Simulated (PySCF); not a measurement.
**SnHF3 (SMILES [H][Sn]([F])([F])[F]), step by step**

We compute a single-point energy (HF/cc-pVTZ-PP), then the energy (B2PLYP/DZP) of SnHF3. 

The results are computed with PySCF 2.14.0.

### Step 1. The molecule

The species is SnHF3 (5 atoms), meant as a singlet with charge 0. As SMILES, `[H][Sn]([F])([F])[F]`. The shape comes from GFN2-xTB, which is rough for such elements, and wasn't checked as a minimum.

Bond lengths: Sn1–F3 1.913 Å, Sn1–F4 1.913 Å, Sn1–F5 1.913 Å, Sn1–H2 1.672 Å. Angles: F3–Sn1–F4 103.0°, F3–Sn1–F5 102.8°, F4–Sn1–F5 102.9°, H2–Sn1–F3 115.5°, H2–Sn1–F4 115.3°, H2–Sn1–F5 115.5°.

### Step 2. The energy at HF/cc-pVTZ-PP (core potential) (run 4)

The input, calc.py:

```python
# SnHF3
from pyscf import gto, scf

molecule = gto.M(
    atom='''
Sn     0.001160    -0.001910     0.158480
H      0.011060    -0.016900     1.830520
F      1.723270     0.009710    -0.674170
F     -0.872260     1.500970    -0.641300
F     -0.863220    -1.491870    -0.673520
''',
    ecp={'Sn': 'cc-pvtz-pp'},
    verbose=4,
    basis={'default': 'cc-pvtz-pp', 'H': 'cc-pvtz', 'F': 'cc-pvtz'},
    max_memory=1860,
)

mf = scf.RHF(molecule)
mf.kernel()

e_tot = mf.e_tot
print(f'total energy: {e_tot:.8f} hartree')
```

Command:

```bash
$ OMP_NUM_THREADS=1 python calc.py
```

The program printed:

```text
PySCF version 2.14.0

[INPUT] num. atoms = 5
[INPUT] num. electrons = 50
[INPUT] charge = 0
[INPUT] spin (= nelec alpha-beta = 2S) = 0
[INPUT] symmetry False subgroup None
[INPUT] Mole.unit = angstrom
[INPUT] Symbol           X                Y                Z      unit          X                Y                Z       unit  Magmom
[INPUT]  1 Sn     0.001160000000  -0.001910000000   0.158480000000 AA    0.002192082304  -0.003609376898   0.299483796221 Bohr   0.0
[INPUT]  2 H      0.011060000000  -0.016900000000   1.830520000000 AA    0.020900370938  -0.031936371505   3.459181465539 Bohr   0.0
[INPUT]  3 F      1.723270000000   0.009710000000  -0.674170000000 AA    3.256508338679   0.018349240670  -1.273996661398 Bohr   0.0
[INPUT]  4 F     -0.872260000000   1.500970000000  -0.641300000000 AA   -1.648332509413   2.836422221188  -1.211881363684 Bohr   0.0
[INPUT]  5 F     -0.863220000000  -1.491870000000  -0.673520000000 AA   -1.631249385247  -2.819225713455  -1.272768339417 Bohr   0.0

nuclear repulsion = 218.949654129734
number of shells = 44
number of NR pGTOs = 239
number of NR cGTOs = 143
basis = {'default': 'cc-pvtz-pp', 'H': 'cc-pvtz', 'F': 'cc-pvtz'}
ecp = {'Sn': 'cc-pvtz-pp'}

******** <class 'pyscf.scf.hf.RHF'> ********
method = RHF
initial guess = minao
damping factor = 0
level_shift factor = 0
DIIS = <class 'pyscf.scf.diis.CDIIS'>
diis_start_cycle = 1
diis_space = 8
diis_damp = 0
SCF conv_tol = 1e-09
SCF conv_tol_grad = None
SCF max_cycles = 50
direct_scf = True
direct_scf_tol = 1e-13
Set gradient conv threshold to 3.16228e-05
Initial guess from minao.
init E= -519.022219007647
  HOMO = -0.227128573069585  LUMO = 0.0954045983677752  gap/eV = 8.77657
cycle= 1 E= -510.274918435224  delta_E= 8.75  |g|= 4.06  |ddm|= 3.77
  HOMO = -0.528348789700859  LUMO = -0.156232385364159  gap/eV = 10.12580
cycle= 2 E= -511.812459138822  delta_E= -1.54  |g|= 2.04  |ddm|= 4.77
  HOMO = -0.555197982381529  LUMO = 0.0409836338663965  gap/eV = 16.22293
cycle= 3 E= -512.419185360766  delta_E= -0.607  |g|= 0.465  |ddm|= 2.26
  HOMO = -0.551882559218956  LUMO = 0.0618266256184124  gap/eV = 16.69988
cycle= 4 E= -512.445337707716  delta_E= -0.0262  |g|= 0.0543  |ddm|= 0.297
  HOMO = -0.560960881290111  LUMO = 0.0594139145510677  gap/eV = 16.88126
cycle= 5 E= -512.445875260469  delta_E= -0.000538  |g|= 0.00632  |ddm|= 0.0868
  HOMO = -0.559995543516859  LUMO = 0.0607942730148438  gap/eV = 16.89255
cycle= 6 E= -512.445890631073  delta_E= -1.54e-05  |g|= 0.00154  |ddm|= 0.018
  HOMO = -0.55997133298289  LUMO = 0.0608178696635307  gap/eV = 16.89253
cycle= 7 E= -512.445891458841  delta_E= -8.28e-07  |g|= 0.000343  |ddm|= 0.00429
  HOMO = -0.559983966446076  LUMO = 0.060834429103689  gap/eV = 16.89333
cycle= 8 E= -512.445891502263  delta_E= -4.34e-08  |g|= 6.94e-05  |ddm|= 0.000757
  HOMO = -0.55998328477925  LUMO = 0.060833741977329  gap/eV = 16.89329
cycle= 9 E= -512.445891505242  delta_E= -2.98e-09  |g|= 2.35e-05  |ddm|= 0.000157
  HOMO = -0.559983616416758  LUMO = 0.0608323831527626  gap/eV = 16.89326
cycle= 10 E= -512.445891505433  delta_E= -1.92e-10  |g|= 9.27e-06  |ddm|= 2.88e-05
  HOMO = -0.559983861896967  LUMO = 0.060831767035024  gap/eV = 16.89325
Extra cycle  E= -512.445891505455  delta_E= -2.11e-11  |g|= 5.91e-06  |ddm|= 1.01e-05
converged SCF energy = -512.445891505455
total energy: -512.44589151 hartree
```

Wall time 15 s (1 thread of Intel Xeon at 2.50GHz (Skylake/Cascade Lake), shared host); peak memory 0.5 GiB.

### Step 3. A single-point energy at B2PLYP/DZP (sfX2C) (run 6)

The input, input.xyz:

```xyz
5

Sn     0.001160    -0.001910     0.158480
H      0.011060    -0.016900     1.830520
F      1.723270     0.009710    -0.674170
F     -0.872260     1.500970    -0.641300
F     -0.863220    -1.491870    -0.673520
```

The input, job.py:

```python
from pyscf import gto, dft, mp

molecule = gto.M(
    atom='input.xyz',
    basis='dzp',
    spin=0,
    verbose=3,
    charge=0,
    max_memory=1860,
)

calc0 = dft.RKS(molecule)
calc0.xc = '0.53*HF + 0.47*B88, 0.73*LYP'
calc0 = calc0.sfx2c1e()
calc0.kernel()

pt = mp.MP2(calc0, frozen=21).run()
energy = calc0.e_tot + 0.27 * pt.e_corr
print('PT2 part  %.8f' % (0.27 * pt.e_corr))
print('E(%s) = %.9f' % ('B2PLYP', energy))
```

Command:

```bash
$ OMP_NUM_THREADS=1 python job.py
```

The program printed:

```text
converged SCF energy = -6447.3824184003
E(RMP2) = -6448.55464967785  E_corr = -1.17223127755663
E(SCS-RMP2) = -6448.47575390793  E_corr = -1.09333550763489
PT2 part  -0.31650244
E(B2PLYP) = -6447.698920845
```

It took 16 s on 1 thread of Intel Xeon at 2.50GHz (Skylake/Cascade Lake), shared host; peak memory 0.46 GiB.

### Step 4. What came out

| quantity | value |
| --- | --- |
| run 4, HF/cc-pVTZ-PP: total energy | -512.44589 Eh |
| run 4, HF/cc-pVTZ-PP: dipole moment | 4.21 D |
| run 4, HF/cc-pVTZ-PP: HOMO energy | -15.24 eV |
| run 4, HF/cc-pVTZ-PP: LUMO energy | 1.66 eV |
| run 4, HF/cc-pVTZ-PP: HOMO–LUMO gap | 16.89 eV |
| run 6, B2PLYP/DZP: total energy | -6447.69892 Eh |
| run 6, B2PLYP/DZP: dipole moment (SCF part) | 4.49 D |
| run 6, B2PLYP/DZP: HOMO energy (SCF part's orbitals) | -12.71 eV |
| run 6, B2PLYP/DZP: LUMO energy (SCF part's orbitals) | -1.62 eV |
| run 6, B2PLYP/DZP: HOMO–LUMO gap (SCF part's orbitals) | 11.08 eV |

Mulliken charges (run 4, HF/cc-pVTZ-PP) run from -0.51 on F4 to +1.60 on Sn1; they depend strongly on the basis. Mulliken charges (run 6, B2PLYP/DZP) run from -0.61 on F4 to +2.06 on Sn1; they depend strongly on the basis.
